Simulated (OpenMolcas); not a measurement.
**Co³⁺ among point charges: CASSCF and CASPT2 levels and susceptibility**

Aim: the splitting of the states of Co³⁺ in the field of 4 point charges, its lowest levels with spin-orbit coupling and its magnetic susceptibility.

The numbers are computed with OpenMolcas 26.06 (state-averaged CASSCF and CASPT2, spin-orbit coupling by RASSI with atomic mean-field integrals), except any that are marked as measured or tabulated.

**1. What is computed**

| Item | Value |
| --- | --- |
| Species | Co³⁺ (cobalt, Z = 27, 24 electrons) |
| Basis | ANO-RCC-VDZP [5s4p2d1f], 34 functions |
| Scalar Hamiltonian | DKH2, point nucleus |
| Inactive shells | 1s 2s 2p 3s 3p |
| Active space | 6 electrons in 5 orbitals (3d) |
| Some configurations of this space | 3d6 |
| Orbitals | optimised for each spin and parity, averaged over all roots |

Outer shells as boxes (Hund's rule):

3d6
```
3d [↑↓][↑ ][↑ ][↑ ][↑ ]
```

The ion sits among 4 point charges of -1 e arranged as a square (D4h), 2.19 Å from the ion.

The work runs as a chain of OpenMolcas steps in one folder; each step below is one input file. Labels, J, g values, rates, χT and fits are worked out afterwards by a script from the matrices that RASSI stores. The input lists half of the charges; inversion (Group=XYZ) makes the rest.

**2. Basis and integrals**

a.inp reads:

```
&GATEWAY
Coord
1

Co 0.0 0.0 0.0
Basis=ANO-RCC-VDZP
Group=XYZ
NoMove
AngMom=0.0 0.0 0.0
AMFI
XField
2 Angstrom 0
2.190000 0.000000 0.000000 -1.000000
0.000000 2.190000 0.000000 -1.000000
&SEWARD
```

The run is started by

```console
> OMP_NUM_THREADS=1 MOLCAS_MEM=1689 MOLCAS_PROJECT=a pymolcas a.inp > a.log
```

**3. CASSCF: quintets of even parity, 5 roots**

a.inp reads:

```
&RASSCF
FileOrb=start.orb
Symmetry=1
Spin=5
nActEl=6 0 0
Inactive=3 6
Ras2=5 0
CIRoot=5 5 1
SDav=5
CIMx=300
Iter=120 100
PrWF=0.3
OrbListing=Nothing
MaxOrb=0
>>> COPY $Project.JobIph JOB001
```

start.orb holds the contracted functions of the basis, ordered by shell, or the orbitals of the step before.

**4. Reference wave functions, triplets of even parity, 45 roots**

a.inp reads:

```
&RASSCF
FileOrb=start.orb
Symmetry=1
Spin=3
nActEl=6 0 0
Inactive=3 6
Ras2=5 0
CIRoot=45 45 1
SDav=45
CIMx=300
Iter=120 100
PrWF=0.3
OrbListing=Nothing
MaxOrb=0
>>> COPY $Project.JobIph JOB002
```

**5. CASSCF: singlets of even parity, 50 roots**

a.inp reads:

```
&RASSCF
FileOrb=start.orb
Symmetry=1
Spin=1
nActEl=6 0 0
Inactive=3 6
Ras2=5 0
CIRoot=50 50 1
SDav=50
CIMx=300
Iter=120 100
PrWF=0.3
OrbListing=Nothing
MaxOrb=0
>>> COPY $Project.JobIph JOB003
```

**6. State interaction with spin-orbit coupling**

a.inp reads:

```
&RASSI
NrOfJobIphs=3 5 45 50
1 2 3 4 5
1 2 3 4 5 6 7 8 9 10 11 12 13 14 15 16 17 18 19 20 21 22 23 24 25 26 27
28 29 30 31 32 33 34 35 36 37 38 39 40 41 42 43 44 45
1 2 3 4 5 6 7 8 9 10 11 12 13 14 15 16 17 18 19 20 21 22 23 24 25 26 27
28 29 30 31 32 33 34 35 36 37 38 39 40 41 42 43 44 45 46 47 48 49 50
IphNames
JOB001
JOB002
JOB003
EJob
SpinOrbit
DIPRint=1.0
SOCoupling=1000.0
Subsets=2
Property=9
'ANGMOM' 1 'ANGMOM' 2 'ANGMOM' 3 'MLTPL  1' 1 'MLTPL  1' 2 'MLTPL  1' 3
'AMFI' 1 'AMFI' 2 'AMFI' 3
SOProperty=3
'ANGMOM' 1 'ANGMOM' 2 'ANGMOM' 3
```

**7. CASPT2: IPEA 0.25, imaginary shift 0.1 (closed shells correlated: 3s 3p)**

a.inp reads:

```
>>> COPY JOB001 $Project.JobIph
&CASPT2
Multistate=5 1 2 3 4 5
NoMult
Frozen=2 3
IPEA=0.25
Imaginary=0.1
MaxIter=60
WThr=0.0 0.3 0.05
PrWF=0.5
NoMix
>>> COPY JOB002 $Project.JobIph
&CASPT2
Multistate=45 1 2 3 4 5 6 7 8 9 10 11 12 13 14 15 16 17 18 19 20 21 22
23 24 25 26 27 28 29 30 31 32 33 34 35 36 37 38 39 40 41 42 43 44 45
NoMult
Frozen=2 3
IPEA=0.25
Imaginary=0.1
MaxIter=60
WThr=0.0 0.3 0.05
PrWF=0.5
NoMix
>>> COPY JOB003 $Project.JobIph
&CASPT2
Multistate=50 1 2 3 4 5 6 7 8 9 10 11 12 13 14 15 16 17 18 19 20 21 22
23 24 25 26 27 28 29 30 31 32 33 34 35 36 37 38 39 40 41 42 43 44 45 46
47 48 49 50
NoMult
Frozen=2 3
IPEA=0.25
Imaginary=0.1
MaxIter=60
WThr=0.0 0.3 0.05
PrWF=0.5
NoMix
```

(Steps that only read results are left out.)

Q: Predict the outcome of this session. Wanted: spin-free ground state; first state of the same spin within the active space; lowest level; next level.

As calculated:

| quantity | value |
| --- | --- |
| method | SS-CASPT2, IPEA 0.25, imaginary shift 0.1 (closed shells correlated: 3s 3p) |
| spin-free ground state | 5A1, 1-fold in its orbital part |
| first state of the same spin within the active space | 5E at 806 cm⁻¹ |
| lowest level | 1-fold A1 |
| next level | 38.8 cm⁻¹ |
| χT at 300 K | 4.84 cm³ K/mol |
| effective moment at 300 K | 6.22 μB |

Cost by method:

| method | time of its own steps | time with the reference |
| --- | --- | --- |
| A. CASSCF | 35 s | 35 s |
| B. SS-CASPT2, IPEA 0.25, imaginary shift 0.1, +3s 3p | 9.9 s | 45 s |

Times are of one thread on a shared host.

**Reading.** The spin-free ground state (5A1) comes to 100 % from free-ion D terms and keeps the highest spin of the shell. χT at 300 K is 4.84, against 3.01 cm³ K/mol for the spin alone, so orbital moment adds to it. An active space of the d shell alone favours high spin; real ions in strong fields can be low spin. The field of point charges can differ much from that of real complexes. With metal d orbitals alone active, the gaps between spin states are rough; where two lie within a few thousand cm-1, their order is open. This is an electrostatic model: the charges have no orbitals.
